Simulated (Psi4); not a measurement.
# CHFGaN (SMILES N#[C][GaH][F]) at B3LYP/cc-pVDZ

What is the energy change on altering one bond length of CHFGaN at B3LYP/cc-pVDZ? 

Program for the calculation: Psi4 1.11.

4 further runs of the same task are left out: 1 that didn't finish, 3 set aside as unsound or not needed.

## 1. The system as given

CHFGaN: 5 atoms, total charge 0, spin state singlet. As SMILES, `N#[C][GaH][F]`. The coordinates come from a PBE0-D4/def2-TZVP relaxation.

Bond lengths: N1–C2 1.152 Å, C2–Ga3 1.931 Å, Ga3–F4 1.741 Å, Ga3–H5 1.539 Å. Angles: N1–C2–Ga3 177.5°, C2–Ga3–F4 112.3°, C2–Ga3–H5 127.5°, F4–Ga3–H5 120.2°.

## 2. Energy and gradient at B3LYP/cc-pVDZ

The input, calc.py:

```python
import psi4

psi4.set_memory('2200 MB')
psi4.set_num_threads(1)
psi4.set_output_file('psi4.out', False)

mol = psi4.geometry("""
0 1
N      1.214000    -1.657200     1.266000
C      0.641000    -0.864700     0.656300
Ga    -0.259700     0.519000    -0.345500
F     -1.724700    -0.053500    -1.092600
H      0.179200     1.982700    -0.525600
symmetry c1
""")

options = {'basis': 'cc-pVDZ', 'reference': 'rks', 'puream': True, 'e_convergence': 1e-09, 'd_convergence': 1e-08, 'scf_type': 'pk', 'dft_radial_points': 99, 'dft_spherical_points': 590}
psi4.set_options(options)

e, wfn = psi4.gradient('b3lyp', molecule=mol, return_wfn=True)
psi4.oeprop(wfn, 'QUADRUPOLE', 'DIPOLE', 'MAYER_INDICES')
print('gradient / Eh bohr^-1')
print(e.np.round(6))
print(f'energy = {wfn.energy():.10f} Eh')
for k, v in sorted(psi4.core.scalar_variables().items()):
    print(f'{k:45s} {v:18.10f}')
```

On the command line:

```
$ python calc.py
```

psi4.out:

```text
[...]
  Running in c1 symmetry.
[...]
  Nuclear repulsion =  224.030503645129642
[...]
  Multiplicity = 1
[...]
  Nalpha       = 27
  Nbeta        = 27
[...]
    Number of basis functions: 74
[...]
   @RKS iter   1: -2117.56315914996867   -3.54134e+00   1.46352e-02 DIIS/ADIIS
[...]
   @RKS iter  12: -2118.19890106371122    4.54747e-13   2.49592e-09 DIIS
[...]
    Orbital Energies [Eh]
    ---------------------
    Doubly Occupied:
       1A   -372.664178     2A    -46.024782     3A    -40.780452
       4A    -40.776362     5A    -40.775968     6A    -24.676449
       7A    -14.352849     8A    -10.223261     9A     -5.585101
      10A     -3.873539    11A     -3.864672    12A     -3.862696
      13A     -1.155277    14A     -0.925232    15A     -0.917038
      16A     -0.917033    17A     -0.914677    18A     -0.911617
      19A     -0.905468    20A     -0.551044    21A     -0.452267
      22A     -0.415301    23A     -0.404549    24A     -0.387768
      25A     -0.361633    26A     -0.358525    27A     -0.355205
[...]
  @RKS Final Energy: -2118.19890106371122
   => Energetics <=
    Nuclear Repulsion Energy =            224.0305036451296417
    One-Electron Energy =               -3393.7761518877118760
    Two-Electron Energy =                1130.6585317080491677
    DFT Exchange-Correlation Energy =     -79.1117845291779815
    Empirical Dispersion Energy =           0.0000000000000000
    VV10 Nonlocal Energy =                  0.0000000000000000
    Total Energy =                      -2118.1989010637112187
[...]
  -Total Gradient:
     Atom            X                  Y                   Z
    ------   -----------------  -----------------  -----------------
       1       -0.015383900196     0.021534470317    -0.016451967224
       2        0.013056016774    -0.018573929875     0.014056144111
       3       -0.008444743063    -0.005007313496    -0.003772895509
       4        0.011264976302     0.004010564914     0.005866628868
       5       -0.000567413927    -0.002056159547     0.000283480763
[...]
 Multipole Moments:
 ------------------------------------------------------------------------------------
     Multipole            Electronic (a.u.)      Nuclear  (a.u.)        Total (a.u.)
 ------------------------------------------------------------------------------------
 L = 1.  Multiply by 2.5417464519 to convert [e a0] to [Debye]
 Dipole X            :         -1.9436427            2.0203330            0.0766903
 Dipole Y            :          2.4697016           -1.3013557            1.1683459
 Dipole Z            :         -2.0001498            1.6835789           -0.3165709
 Magnitude           :                                                    1.2129018
 L = 2.  Multiply by 1.3450342976 to convert [e a0^2] to [Debye ang]
 Quadrupole XX       :       -168.1503223          140.8290106          -27.3213117
 Quadrupole XY       :         74.1430083          -72.3165561            1.8264522
[...]
```

The script printed:

```text
gradient / Eh bohr^-1
[[-0.015384  0.021534 -0.016452]
 [ 0.013056 -0.018574  0.014056]
 [-0.008445 -0.005007 -0.003773]
 [ 0.011265  0.004011  0.005867]
 [-0.000567 -0.002056  0.000283]]
energy = -2118.1989010637 Eh
CURRENT ENERGY                                  -2118.1989010637
CURRENT REFERENCE ENERGY                        -2118.1989010637
DD SOLVATION ENERGY                                 0.0000000000
DFT FUNCTIONAL TOTAL ENERGY                     -2118.1989010637
DFT TOTAL ENERGY                                -2118.1989010637
DFT VV10 ENERGY                                     0.0000000000
DFT XC ENERGY                                     -79.1117845292
GRID ELECTRONS ALPHA                               26.9999991239
GRID ELECTRONS BETA                                26.9999991239
GRID ELECTRONS TOTAL                               53.9999982478
NUCLEAR REPULSION ENERGY                          224.0305036451
ONE-ELECTRON ENERGY                             -3393.7761518877
PCM POLARIZATION ENERGY                             0.0000000000
PE ENERGY                                           0.0000000000
SCF ITERATION ENERGY                            -2118.1989010637
SCF ITERATIONS                                     12.0000000000
SCF TOTAL ENERGY                                -2118.1989010637
TWO-ELECTRON ENERGY                              1130.6585317080
XC GRID RADIAL POINTS                              99.0000000000
XC GRID SPHERICAL POINTS                          590.0000000000
XC GRID TOTAL POINTS                           280174.0000000000
```

Wall time 74 s (1 thread of Intel Xeon Platinum 8259CL at 2.50GHz (Skylake/Cascade Lake), shared host); peak memory 0.96 GiB.

## 3. The distorted shape at the same level

The input, chfgan.py:

```python
import psi4

psi4.set_memory('2200 MB')
psi4.set_num_threads(1)
psi4.core.set_output_file('run.log', False)

mol = psi4.geometry("""
0 1
N      1.148155    -1.876790     1.293019
C      0.575155    -1.084290     0.683319
Ga    -0.325545     0.299410    -0.318481
F     -1.790545    -0.273090    -1.065581
H      0.179200     1.982700    -0.525600
units angstrom
symmetry c1
""")

psi4.set_options({
    'reference': 'rks',
    'puream': True,
    'e_convergence': 1e-09,
    'd_convergence': 1e-08,
    'scf_type': 'pk',
    'dft_radial_points': 99,
    'dft_spherical_points': 590,
})

result, w = psi4.gradient("b3lyp/cc-pVDZ", return_wfn=True)
psi4.oeprop(w, "WIBERG_LOWDIN_INDICES", "MULLIKEN_CHARGES", "QUADRUPOLE")
print('gradient / Eh bohr^-1')
print(result.np.round(6))
print(f'energy = {w.energy():.10f} Eh')
```

On the command line:

```
$ python chfgan.py
```

run.log:

```text
[...]
  Running in c1 symmetry.
[...]
  Nuclear repulsion =  222.430219539516770
[...]
  Multiplicity = 1
[...]
  Nalpha       = 27
  Nbeta        = 27
[...]
    Number of basis functions: 74
[...]
   @RKS iter   1: -2117.50124428274603   -3.57353e+00   1.47267e-02 DIIS/ADIIS
[...]
   @RKS iter  12: -2118.18836692689956   -1.36424e-12   2.12675e-09 DIIS
[...]
  @RKS Final Energy: -2118.18836692689956
   => Energetics <=
    Nuclear Repulsion Energy =            222.4302195395167701
    One-Electron Energy =               -3390.4404429693131533
    Two-Electron Energy =                1128.8995356912064381
    DFT Exchange-Correlation Energy =     -79.0776791883094035
    Empirical Dispersion Energy =           0.0000000000000000
    VV10 Nonlocal Energy =                  0.0000000000000000
    Total Energy =                      -2118.1883669268995618
[...]
  -Total Gradient:
     Atom            X                  Y                   Z
    ------   -----------------  -----------------  -----------------
       1       -0.015232722108     0.021558684736    -0.016363971656
       2        0.012254047277    -0.019563538621     0.013858548711
       3       -0.019935591547    -0.045839649332     0.001727115451
       4        0.010674628543     0.002811198022     0.005868372471
       5        0.012179299159     0.040935146450    -0.005097559763
[...]
 Multipole Moments:
 ------------------------------------------------------------------------------------
     Multipole            Electronic (a.u.)      Nuclear  (a.u.)        Total (a.u.)
 ------------------------------------------------------------------------------------
 L = 1.  Multiply by 2.5417464519 to convert [e a0] to [Debye]
 Dipole X            :         -2.0251117            2.0858440            0.0607323
 Dipole Y            :          2.1451824           -1.0828798            1.0623026
 Dipole Z            :         -1.9502112            1.6566970           -0.2935142
 Magnitude           :                                                    1.1037779
 L = 2.  Multiply by 1.3450342976 to convert [e a0^2] to [Debye ang]
 Quadrupole XX       :       -168.4160942          141.0296911          -27.3864031
 Quadrupole XY       :         73.2227969          -71.4953183            1.7274786
[...]
  Mulliken Charges: (a.u.)
   Center  Symbol    Alpha    Beta     Spin     Total
       1     N     3.52394  3.52394  0.00000 -0.04788
       2     C     3.06758  3.06758  0.00000 -0.13516
       3    GA    15.20645 15.20645  0.00000  0.58709
       4     F     4.67510  4.67510  0.00000 -0.35021
       5     H     0.52692  0.52692  0.00000 -0.05384
   Total alpha = 27.00000, Total beta = 27.00000, Total charge = -0.00000
  Wiberg Bond Indices using Orthogonal Lowdin Orbitals:
[...]
```

Standard output:

```text
gradient / Eh bohr^-1
[[-0.015233  0.021559 -0.016364]
 [ 0.012254 -0.019564  0.013859]
 [-0.019936 -0.04584   0.001727]
 [ 0.010675  0.002811  0.005868]
 [ 0.012179  0.040935 -0.005098]]
energy = -2118.1883669269 Eh
```

Run time: 75 s. Hardware: 1 thread of Intel Xeon Platinum 8259CL at 2.50GHz (Skylake/Cascade Lake), shared host; peak memory 0.98 GiB.

## 4. Outcome

At B3LYP/cc-pVDZ:

| quantity | value |
| --- | --- |
| first shape: total energy | -2118.19890 Eh |
| first shape: dipole moment | 3.08 D |
| first shape: HOMO energy | -9.67 eV |
| first shape: LUMO energy | -2.68 eV |
| first shape: HOMO–LUMO gap | 6.98 eV |
| first shape: largest force on an atom | 1.602 eV/Å |
| distorted shape: total energy | -2118.18837 Eh |
| distorted shape: dipole moment | 2.81 D |
| distorted shape: HOMO energy | -9.50 eV |
| distorted shape: LUMO energy | -2.71 eV |
| distorted shape: HOMO–LUMO gap | 6.79 eV |
| distorted shape: largest force on an atom | 2.572 eV/Å |
| energy change with the Ga3–H5 bond stretched from 1.539 to 1.770 Å | 0.287 eV |

**Reading.** With the Ga3–H5 bond stretched from 1.539 to 1.770 Å the energy rises by 0.29 eV (6.6 kcal/mol). The first shape isn't relaxed at this level, so the change isn't measured from a minimum. The largest force (first shape) is 1.60 eV/Å: the shape isn't a stationary point for this species at this level. Mulliken charges (distorted shape) run from -0.35 on F4 to +0.59 on Ga3; they depend strongly on the basis.
